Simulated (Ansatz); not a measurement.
# C2H6AlO: the cost of one run

Program: Ansatz 0.2.0. Level of theory: RKS PBE/def2-SVP. These are calculated values, not measurements.

### 1 The system as given

Bond lengths: C1–C2 1.455 Å, C2–O3 1.272 Å, C2–Al4 2.096 Å, C1–H5 1.099 Å, C1–H6 1.100 Å, C1–H7 1.090 Å, O3–H8 0.983 Å, Al4–H9 1.527 Å, Al4–H10 1.540 Å. Angles: C1–C2–O3 117.5°, C1–C2–Al4 118.9°, O3–C2–Al4 123.6°, C2–C1–H5 108.4°, C2–C1–H6 108.3°, C2–C1–H7 114.2°, H5–C1–H6 103.0°, H5–C1–H7 111.1°, H6–C1–H7 111.1°, C2–O3–H8 115.8°, C2–Al4–H9 115.5°, C2–Al4–H10 112.2°, H9–Al4–H10 132.3°.

Coordinates:

```xyz
10

C    -0.7627   -0.1319   -1.1873
C     0.1068   -0.4495   -0.0646
O     0.5557   -1.6368    0.0138
Al    0.5523    1.0523    1.3283
H    -0.3352    0.7270   -1.7244
H    -1.7069    0.2688   -0.7912
H    -0.9436   -0.9677   -1.8634
H     1.1401   -1.8235    0.7821
H    -0.0858    2.4125    1.0565
H     1.4793    0.5488    2.4500
```

### 2 Relaxing end A

The input, input.yaml:

```yaml
crystal:
  periodic: [false, false, false]
  atoms:
    - { symbol: C, position_ang: [-0.76268, -0.13186, -1.18727] }
    - { symbol: C, position_ang: [0.10676, -0.44947, -0.06463] }
    - { symbol: O, position_ang: [0.55569, -1.63677, 0.01385] }
    - { symbol: Al, position_ang: [0.55227, 1.05227, 1.32835] }
    - { symbol: H, position_ang: [-0.33521, 0.72699, -1.72435] }
    - { symbol: H, position_ang: [-1.70687, 0.26879, -0.79118] }
    - { symbol: H, position_ang: [-0.9436, -0.96775, -1.86339] }
    - { symbol: H, position_ang: [1.14006, -1.82348, 0.7821] }
    - { symbol: H, position_ang: [-0.08575, 2.41247, 1.05653] }
    - { symbol: H, position_ang: [1.47933, 0.5488, 2.45] }
total_charge: 1
basis:
  gaussian: { orbitals: def2-SVP }
hamiltonian:
  xc: pbe
relax:
  f_tol: 0.015
  max_steps: 40
output:
  orbitals: {}
```

Launch:

```sh
ansatz run input.yaml --threads 1 --pin off --max-ram 2048MiB --backend cpu --events-out ev --progress --plain --runs-dir out
```

What time and memory should one allow on 1 thread of Intel Xeon at 2.70GHz, shared host?

About 28 s, with a peak of 0.14 GiB.
